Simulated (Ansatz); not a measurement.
# C₃H₇FSn: one species, many methods

The task here is to estimate one member of a computed series from the others.

Method: functionals in def2-TZVPP, the program's frozen cores in correlated methods; program: Ansatz 0.2.0, Gaussian basis.

Levels to be run: LDA (SPW92), PBE-D4, revPBE-D4, BLYP-D4, r2SCAN-D4, B97M-V, PBE0-D4, B3LYP-D4, r2SCANh-D4, r2SCAN0-D4, HSE06-D4, BHLYP-D4, CAM-B3LYP-D4, LC-ωPBE, ωB97X-V, ωB97M-V, B2PLYP, PBE-QIDH; CCSD(T)/def2-SVP; CCSD(T)/def2-TZVPP; MP2/def2-QZVPP; extrapolation to the limit; RPA on PBE.

## Structure used throughout

An earlier PBE0-D4 in a triple-zeta def2 set relaxation fixed the geometry. Sn takes the def2 core potential; no spin-orbit term is included.

12 atoms, charge 0, spin multiplicity 1.

Atoms are counted from 1 here; the program's logs count them from 0.

Bond lengths: C1–C2 1.328 Å, C1–H6 1.088 Å, C1–H7 1.087 Å, C2–Sn3 2.117 Å, C2–H8 1.087 Å, Sn3–C4 2.126 Å, Sn3–F5 1.936 Å, Sn3–H9 1.708 Å, C4–H10 1.090 Å, C4–H11 1.090 Å, C4–H12 1.091 Å. Angles: C2–C1–H6 121.9°, C2–C1–H7 122.5°, H6–C1–H7 115.6°, C1–C2–Sn3 121.7°, C1–C2–H8 119.2°, Sn3–C2–H8 119.1°, C2–Sn3–C4 112.4°, C2–Sn3–F5 105.3°, C2–Sn3–H9 114.2°, C4–Sn3–F5 104.8°, C4–Sn3–H9 115.4°, F5–Sn3–H9 103.1°, Sn3–C4–H10 109.5°, Sn3–C4–H11 109.1°, Sn3–C4–H12 110.7°, H10–C4–H11 109.1°, H10–C4–H12 109.4°, H11–C4–H12 109.1°.

Set-up of the first run:

File in.yaml:

```yaml
crystal:
  periodic: [false, false, false]
  atoms:
    - {symbol: C, position_ang: [-2.044548, -0.400629, -0.066999]}
    - {symbol: C, position_ang: [-1.328618, 0.118828, 0.923564]}
    - {symbol: Sn, position_ang: [0.774891, 0.315301, 0.790179]}
    - {symbol: C, position_ang: [1.520616, -0.224112, -1.126013]}
    - {symbol: F, position_ang: [1.121786, 2.213675, 0.940764]}
    - {symbol: H, position_ang: [-3.125107, -0.505392, -0.002365]}
    - {symbol: H, position_ang: [-1.594409, -0.744748, -0.994689]}
    - {symbol: H, position_ang: [-1.834618, 0.448908, 1.827288]}
    - {symbol: H, position_ang: [1.626219, -0.340818, 2.118074]}
    - {symbol: H, position_ang: [0.955914, 0.299876, -1.897001]}
    - {symbol: H, position_ang: [2.569322, 0.063896, -1.195009]}
    - {symbol: H, position_ang: [1.435655, -1.299883, -1.283695]}
basis:
  gaussian: {orbitals: def2-TZVPP}
hamiltonian: {xc: lda}
output: {orbitals: {seedname: orbitals}}
```

Among the steps run: LDA; PBE-D4 (GGA); revPBE-D4 (GGA); BLYP-D4 (GGA); r2SCAN-D4 (meta-GGA); B97M-V (meta-GGA); PBE0-D4 (hybrid); B3LYP-D4 (hybrid); r2SCANh-D4 (hybrid); r2SCAN0-D4 (hybrid); HSE06-D4 (hybrid); BHLYP-D4 (hybrid); CAM-B3LYP-D4 (range-separated); LC-ωPBE-D4 (range-separated; the results give it without D4); ωB97X-V (range-separated); ωB97M-V (range-separated); B2PLYP (double hybrid); PBE-QIDH (double hybrid).

One of the session's tables, all rows but one given; the rest of the session is left out.

It belongs to the step «Orbital energies across the functionals». 

| functional | HOMO (eV) | gap (eV) |
| --- | --- | --- |
| LDA (SPW92) | -7.14 | 5.10 |
| PBE-D4 | -7.00 | 5.22 |
| revPBE-D4 | -6.94 | 5.26 |
| BLYP-D4 | -6.88 | 5.23 |
| r2SCAN-D4 | -7.27 | 5.71 |
| B97M-V | -7.34 | 5.79 |
| PBE0-D4 | -8.28 | 7.45 |
| B3LYP-D4 | -8.05 | 6.99 |
| r2SCANh-D4 | -7.75 | 6.53 |
| r2SCAN0-D4 | -8.45 | 7.74 |
| HSE06-D4 | -7.88 | 6.67 |
| BHLYP-D4 | -9.28 | 9.42 |
| CAM-B3LYP-D4 | -9.61 | 9.84 |
| LC-ωPBE | -10.95 | 12.34 |
| ωB97X-V | ? | ? |
| ωB97M-V | -10.48 | 11.55 |

Q: Estimate the row for ωB97X-V from the others.

**Answer.** HOMO (eV): -10.60; gap (eV): 11.88. In the column «HOMO (eV)» it lies between LC-ωPBE (-10.95) and ωB97M-V (-10.48).
